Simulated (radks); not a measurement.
# Hf⁺ in [Xe] 4f14 5d1 6s2: an all-electron calculation

What are the levels of the hafnium ion Hf+, how large are its shells, and how does its energy divide?

Program: radks (a radial shooting solver on a logarithmic mesh, Libxc functionals) version 1. Level of theory: scalar-relativistic Kohn-Sham, PW91, spin-polarised, spherical densities, finite nucleus; open shells are filled with parallel spins first. These are calculated values, not measurements, unless marked.

### Step 1. Starting point

| Quantity | Value |
| --- | --- |
| element | hafnium (Z = 72) |
| charge | +1 |
| electrons | 71 |
| configuration | [Xe] 4f14 5d1 6s2 |
| nuclear rms radius | 5.347 fm |

Outer shells as boxes (Hund's rule):

Hf⁺
```
[Xe] core
4f [↑↓][↑↓][↑↓][↑↓][↑↓][↑↓][↑↓]
5d [↑ ][  ][  ][  ][  ]
6s [↑↓]
```

### Step 2. The calculation

Settings of this run:

```text
Z 72
configuration [Xe] 4f14 5d1 6s2 6p0 7s0
relativity scalar-relativistic
functional pw91,pw91
spin polarised
nucleus finite rms 5.347 fm
c 137.035999084
```

Q: Predict the outcome of this run.

**Answer**, as computed:

| quantity | value |
| --- | --- |
| total energy | -15077.4906 hartree |
| exchange-correlation share of it | 2.05 % |
| −T/E | 1.0953 |
| highest occupied level | 5d up, -11.050 eV |
| most extended occupied level | 6s down, <r> = 3.13 bohr |
| radius at density 0.001 e/bohr³ | 4.57 bohr |
| maxima of the radial density | 4 |
| ionisation energy, NIST | 14.61 (theory) eV |

The radial density shows 4 maxima for 6 occupied principal shells; where shells overlap, one shows as a shoulder or not at all. −T/E is 1.095: with relativity the kinetic term as defined here no longer equals −E. Minus the highest eigenvalue, 11.050 eV, is 76 % of the tabulated ionisation energy (14.61 eV); the potential of a semilocal functional falls off too fast, so its top eigenvalue is too shallow. Open shells are spherical and high-spin; term and fine-structure splittings are not resolved. Spin-orbit splitting is averaged out at the scalar-relativistic level.
